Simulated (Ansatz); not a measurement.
# AsF3 (arsenic trifluoride): levels of theory compared

We compute a comparison of 6 runs (CAM-B3LYP/STO-3G, HSE06/STO-3G, revPBE/STO-3G, BCCD(T)/STO-3G, CCSD/STO-3G, FCI/STO-3G) of AsF3 (arsenic trifluoride). 

The results are computed with Ansatz 0.2.0.

37 further runs of the same task are left out: 10 that didn't finish, 27 set aside as unsound or not needed.

## (1) The molecule

AsF3: 4 atoms, total charge 0, spin state singlet. SMILES: `F[As](F)F`. The F4–As2 distance was set to 2.144 Å, away from the relaxed value.

Bond lengths: F1–As2 1.715 Å, As2–F3 1.715 Å. Angles: F1–As2–F3 95.9°.

## (2) A single-point energy at CAM-B3LYP/STO-3G (run 1)

File input.yaml:

```yaml
crystal:
  periodic: [false, false, false]
  atoms:
    - {symbol: F, position_ang: [-0.487316, 0.049401, 1.612301]}
    - {symbol: As, position_ang: [-0.503396, -0.803429, 0.124021]}
    - {symbol: F, position_ang: [1.162524, -1.212119, 0.136911]}
    - {symbol: F, position_ang: [-0.296160, 0.927580, -1.124280]}
basis:
  gaussian:
    orbitals: STO-3G
hamiltonian:
  xc: {name: CAM-B3LYP}
accuracy: high
```

Run with:

```
$ ansatz run input.yaml --threads 1 --pin off --max-ram 3480MiB --events-out events.jsonl --progress --plain --runs-dir runs
```

Output:

```text
Warning: RAYON_NUM_THREADS=1 ignored (pool sized by the plan → 1); use --threads N
Functional definition: CAM-B3LYP
  name "CAM-B3LYP"
  parameter alpha = 0.19
  parameter beta = 0.46
  parameter omega = 0.33/bohr
  parameter ac = 0.81
  exchange = (1 - alpha - beta)*b88_x + beta*b88_x_sr(omega) + alpha*exact_x + beta*exact_x_lr(omega)
  correlation = (1 - ac)*vwn5_c + ac*lyp_c
542 factors; integrals over basis functions are off by at most 3.3e-8 eV
171 factors; integrals over basis functions are off by at most 7.4e-10 eV
mean field evaluation 1: about -68177.4164 eV, gradient 2.8e1 eV
mean field evaluation 2: about -68168.5057 eV, gradient 6.4e1 eV
mean field evaluation 4: about -68182.1163 eV, gradient 4.3e0 eV
mean field evaluation 8: about -68182.2007 eV, gradient 8.2e-2 eV
mean field evaluation 16: about -68182.2007 eV, gradient 4.3e-6 eV
mean field -68182.20074911 eV, -2505.6496619743 hartree, gradient 2.5e-8 eV, S^2 0.000000; 0 other end points of the search recorded, 0 dependent functions left out
reference -68182.20075884 eV, -2505.6496623317 hartree; 30, 30 occupied and 3, 3 virtual orbitals, 542 factors
Total energy: -68182.20075884 eV, -2505.6496623317 hartree
```

Wall time 1.9 s (1 thread of Arm Neoverse V2, shared host); peak memory 0.12 GiB.

## (3) A single-point energy at HSE06/STO-3G (run 2)

File molecule.yaml:

```yaml
crystal:
  periodic: [false, false, false]
  atoms:
    - symbol: F
      position_ang: [-0.487316, 0.049401, 1.612301]
    - symbol: As
      position_ang: [-0.503396, -0.803429, 0.124021]
    - symbol: F
      position_ang: [1.162524, -1.212119, 0.136911]
    - symbol: F
      position_ang: [-0.296160, 0.927580, -1.124280]
basis:
  gaussian:
    orbitals: STO-3G
magnetization:
  spin_polarized: false
hamiltonian:
  xc: {name: HSE06}
accuracy: high
```

Run with:

```
$ ansatz run molecule.yaml --threads 1 --pin off --max-ram 3480MiB --events-out events.jsonl --progress --plain --runs-dir runs
```

Output:

```text
Warning: RAYON_NUM_THREADS=1 ignored (pool sized by the plan → 1); use --threads N
Functional definition: HSE06
  name "HSE06"
  parameter a = 0.25
  parameter omega = 0.11/bohr
  exchange = pbe_x - a*pbe_x_sr(omega) + a*exact_x_sr(omega)
  correlation = pbe_c
542 factors; integrals over basis functions are off by at most 3.3e-8 eV
50 factors; integrals over basis functions are off by at most 7.0e-10 eV
mean field evaluation 1: about -68167.5320 eV, gradient 2.6e1 eV
mean field evaluation 2: about -68082.3025 eV, gradient 1.9e2 eV
mean field evaluation 4: about -68171.2556 eV, gradient 5.7e0 eV
mean field evaluation 8: about -68171.4172 eV, gradient 2.3e-1 eV
mean field evaluation 16: about -68171.4175 eV, gradient 6.9e-7 eV
mean field -68171.41746690 eV, -2505.2533836622 hartree, gradient 2.3e-8 eV, S^2 0.000000; 0 other end points of the search recorded, 0 dependent functions left out
reference -68171.41746804 eV, -2505.2533837039 hartree; 30, 30 occupied and 3, 3 virtual orbitals, 542 factors
Total energy: -68171.41746804 eV, -2505.2533837039 hartree
```

Run time: 1.8 s. Hardware: 1 thread of Arm Neoverse V2, shared host; peak memory 0.11 GiB.

Run 3 isn't shown in full; the table further down has it.

## (4) The energy at BCCD(T)/STO-3G (run 4)

File job.yaml:

```yaml
crystal:
  periodic: [false, false, false]
  atoms:
    - {symbol: F, position_ang: [-0.487316, 0.049401, 1.612301]}
    - {symbol: As, position_ang: [-0.503396, -0.803429, 0.124021]}
    - {symbol: F, position_ang: [1.162524, -1.212119, 0.136911]}
    - {symbol: F, position_ang: [-0.296160, 0.927580, -1.124280]}
basis:
  gaussian:
    orbitals: STO-3G
correlation:
  method: bccd_t
  frozen_orbitals: {As: 9, F: 1}
accuracy: high
scf:
  omitted_lower_state_checks: [cluster_reference, increment]
```

Run with:

```
$ ansatz run job.yaml --threads 1 --pin off --max-ram 3480MiB --events-out events.jsonl --progress --plain --runs-dir runs
```

Output (excerpt; [...] marks lines left out):

```text
Warning: RAYON_NUM_THREADS=1 ignored (pool sized by the plan → 1); use --threads N
Functional definition: HF
  name "HF"
[...]
542 factors; integrals over basis functions are off by at most 3.3e-8 eV
[...]
mean field -68118.68749898 eV, -2503.3155930829 hartree, gradient 3.2e-8 eV, S^2 0.000000; 0 other end points of the search recorded, 0 dependent functions left out; unrestricted orbitals would lower it
12 core orbitals not correlated: weight in the atoms' cores, before any rotation towards them, 1.000 or more for the frozen orbitals, at most 0.000 for the correlated occupied ones
reference -68118.68749898 eV, -2503.3155930829 hartree; 18, 18 occupied and 3, 3 virtual orbitals, 542 factors
second order -2.76299728 eV of doubles, -0.00000000 eV of singles
cycle   1  -3.29207299 eV  change   -5.3e-1 eV  update   1.1e-1
[...]
cycle  24  -3.74738927 eV  change   -1.9e-9 eV  update   2.5e-9
perturbative correction -0.23538691 eV, -0.0086503092 hartree
Total energy: -68122.67027515 eV, -2503.4619574076 hartree
Checks for a lower state left out: cluster_reference, increment
```

It took 0.62 s on 1 thread of Arm Neoverse V2, shared host.

Run 5 isn't shown in full; the table further down has it.

## (5) The energy at FCI/STO-3G (run 6)

File molecule.yaml:

```yaml
crystal:
  periodic: [false, false, false]
  atoms:
    - {symbol: F, position_ang: [-0.487316, 0.049401, 1.612301]}
    - {symbol: As, position_ang: [-0.503396, -0.803429, 0.124021]}
    - {symbol: F, position_ang: [1.162524, -1.212119, 0.136911]}
    - {symbol: F, position_ang: [-0.296160, 0.927580, -1.124280]}
basis:
  gaussian:
    orbitals: STO-3G
correlation:
  method: fci
  frozen_orbitals: {As: 9, F: 1}
accuracy: high
```

Run with:

```
$ ansatz run molecule.yaml --threads 1 --pin off --max-ram 3480MiB --events-out events.jsonl --progress --plain --runs-dir runs
```

Output:

```text
Warning: RAYON_NUM_THREADS=1 ignored (pool sized by the plan → 1); use --threads N
[... 2 set-up lines as earlier in the session ...]
  exchange = exact_x
  correlation = 0
542 factors; integrals over basis functions are off by at most 3.3e-8 eV
mean field evaluation 1: about -68112.6165 eV, gradient 2.8e1 eV
mean field evaluation 2: about -68112.7293 eV, gradient 2.8e1 eV
mean field evaluation 4: about -68118.6374 eV, gradient 2.5e0 eV
mean field evaluation 8: about -68118.6875 eV, gradient 1.6e-4 eV
mean field -68118.68749898 eV, -2503.3155930829 hartree, gradient 3.2e-8 eV, S^2 0.000000; 0 other end points of the search recorded, 0 dependent functions left out; unrestricted orbitals would lower it
mean field evaluation 16: about -68119.2420 eV, gradient 9.0e-1 eV
12 core orbitals not correlated: weight in the atoms' cores, before any rotation towards them, 1.000 or more for the frozen orbitals, at most 0.000 for the correlated occupied ones
reference -68118.68749898 eV, -2503.3155930829 hartree; 18, 18 occupied and 3, 3 virtual orbitals, 542 factors
state -68122.72936455 eV, -2503.4641289028 hartree
Total energy: -68122.72936455 eV, -2503.4641289028 hartree
```

Run time: 6.3 s. Hardware: 1 thread of Arm Neoverse V2, shared host; peak memory 0.2 GiB.

## (6) The series

```
run             level  frozen core orbitals   energy (Eh)  wall time
  1  CAM-B3LYP/STO-3G                     –  -2505.649662      1.9 s
  2      HSE06/STO-3G                     –  -2505.253384      1.8 s
  3     revPBE/STO-3G                     –  -2505.442711      1.6 s
  4    BCCD(T)/STO-3G                    12  -2503.461957     0.62 s
  5       CCSD/STO-3G                    12  -2503.455000     0.52 s
  6        FCI/STO-3G                    12  -2503.464129      6.3 s
```

## (7) Summary of results

| quantity | value |
| --- | --- |
| run 6: total energy | -2503.46413 Eh |
| run 6: correlation energy (12 core orbitals frozen) | -148.5 mEh |

Against full CI in this basis: BCCD(T) +2.2 mEh; CCSD +9.1 mEh. Totals of different functionals can't be ranked against each other. In runs 4, 5 the log says that unrestricted orbitals would lower the reference, so the values rest on an unstable closed-shell determinant (other closed-shell runs at this shape may share the fault). In runs 1, 2, 3, 4, 5, 6 the basis is minimal, so the values are rough. All runs together took 13 s, the longest 6.3 s.
